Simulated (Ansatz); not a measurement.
**Te (diamond type): how the settings move a single-point run**

Aim: see which settings change the result for Te (diamond type), by how much, and at what cost.

Program: Ansatz 0.2.0. Level of theory: reference: DFT, PBEsol, PAW with other files of Ansatz's library (source ansatz), scalar-relativistic. These are calculated values, not measurements.

1 further run of the same task is left out (it didn't finish).

### Step 1. The structure to begin with

The structure is trigonal, space group R-3m (No. 166). Conventional cell: a = 4.680 Å, b = 4.680 Å, c = 11.465 Å, α = 90.00°, β = 90.00°, γ = 120.00°. Around Te (site symmetry 3m) lie 1 Te at 1.83 Å.

Structure file:

```xyz
2
Lattice="0.0000 3.3096 3.3096 3.3096 0.0000 3.3096 3.3096 3.3096 0.0000" Properties=species:S:1:pos:R:3 pbc="T T T"
Te   -0.5295   -1.1252   -1.1252
Te    0.5295    1.1252    1.1252
```

### Step 2. The reference run

File input.yaml:

```yaml
crystal:
  lattice:
    - [0.0, 3.309552974, 3.309552974]
    - [3.309552974, 0.0, 3.309552974]
    - [3.309552974, 3.309552974, 0.0]
  atoms:
    - { symbol: Te, position: [-0.26, -0.08, -0.08] }
    - { symbol: Te, position: [0.26, 0.08, 0.08] }
kpoints:
  mp_grid: { grid: [8, 8, 8] }
scf:
  occupations: { method: fermi_dirac, width: 0.05 }
hamiltonian:
  xc: pbesol
  pseudopotentials: { kind: paw, source: ansatz }
output:
  forces: true
  stress: true
  eigenvalues: true
```

Command:

```bash
ansatz run input.yaml --threads 1 --pin off --max-ram 2048MiB --backend cpu --events-out ev --progress --plain --runs-dir out
```

### Step 3. Changed: ecutwfc 300 eV

Edit input.yaml of step 2 so:

```diff
@@ -19 +19,3 @@
   eigenvalues: true
+basis:
+  ecutwfc: "300 eV"
```

What does the calculation give? Wanted: for each run, ending; energy change; pressure; gap; force.

As calculated:

| run | ending | energy change | pressure (GPa) | gap (eV) | force (eV/Å) | cycles | time |
| --- | --- | --- | --- | --- | --- | --- | --- |
| reference | converged | 0 | 70.9 | 0.00 | 50.93 | 9 | 12 s |
| 1: ecutwfc 300 eV | converged | +18.21 eV/atom | 70.7 | 0.00 | 51.20 | 8 | 4.3 s |

Residual by cycle in the longest SCF loop of each run; runs are numbered as in the table. The quantity is the density residual dr2, in eV.

| cycle | reference | run 1 |
| --- | --- | --- |
| 1 | 0.748 | 4.15 |
| 2 | 0.521 | 1.02 |
| 3 | 0.0355 | 0.00888 |
| 4 | 0.0032 | 0.00148 |
| 5 | 4.4e-4 | 2.3e-4 |
| 6 | 2.7e-5 | 5.5e-6 |
| 7 | 2.1e-6 | 1.6e-7 |
| 8 | 2.2e-7 | 3.0e-9 |
| 9 | 2.1e-8 | - |

Changing the cutoff moves the energy by +18.21 eV/atom, and the largest force goes from 50.93 to 51.20 eV/Å. The log warns that the cutoff is under what these potentials recommend, so the shift is basis error. Cost: 8 SCF cycles against 9, 4.3 s against 12 s. Semilocal functionals close small gaps, so the missing gap need not be the real solid's. Run 1 ran under the cutoff that the potentials recommend, as the log warns, so basis error is mixed into its values. The structure is not at rest: the sound run finds 71 GPa, so these are no properties of the relaxed crystal. 
